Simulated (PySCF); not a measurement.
# H2SYb (Yb(H2S)3+): the cost of one run

Computed with PySCF 2.14.0. Level: several levels, as the steps say, no spin–orbit coupling.

## 1. The system as given

4 atoms, charge 3, spin multiplicity 1.

Bond lengths: Yb1–S2 2.713 Å, S2–H3 1.387 Å, S2–H4 1.387 Å. Angles: Yb1–S2–H3 110.2°, Yb1–S2–H4 110.2°, H3–S2–H4 99.1°.

Coordinates:

```xyz
4
charge 3, multiplicity 1
Yb    0.0000    0.0175   -0.3685
S     0.0000   -0.0186    2.3438
H     1.0554    0.7360    2.8334
H    -1.0554    0.7360    2.8334
```

Formal oxidation states: Yb +3. Each metal's 13 4f electrons lie in its core potential, so multiplicities, spins and levels count the valence alone. An earlier session relaxed this geometry at TPSS, Yb lcecp-1-SVP with ECP59, S def2-SVP, H def2-SVP (singlet, point group Cs).

At TPSS on the finer grid: E = -437.320419 Eh, HOMO -23.66 eV, LUMO -21.02 eV, Mulliken charge on Yb1 +2.31 e, largest force component 0.002 eV/Å. 

Levels to run: wB97X; B3LYP; PBE; HF; TPSS, TZVP. Hardware: 2 threads of Arm Neoverse V2, shared host.

## 2. wB97X

The input, run.py (the lines that set the calculation):

```python
mol = gto.M(atom='''
Yb     0.00000     0.01747    -0.36853
S      0.00000    -0.01859     2.34378
H      1.05537     0.73602     2.83340
H     -1.05537     0.73602     2.83340''',
    basis={'Yb': 'lcecp-1-SVP', 'S': 'def2-SVP', 'H': 'def2-SVP'},
    ecp={'Yb': 'lcecp-1-SVP'},
    charge=3, spin=0)
mf = dft.RKS(mol, xc='WB97X')
mf.grids.atom_grid = (75, 302)  # f atoms: unpruned, at least (60, 302)
mf = mf.density_fit()  # fitting sets: Yb AutoAux, S def2-universal-JKFIT, H def2-universal-JKFIT
mf.conv_tol = 1e-08; mf.max_cycle = 55
mf.kernel(dm0)  # dm0: the density of the relaxed state
```

On the command line:

```console
OMP_NUM_THREADS=2 python run.py
```

**Question.** How long does this run take on 2 threads of Arm Neoverse V2, shared host?

About 1.8 s.
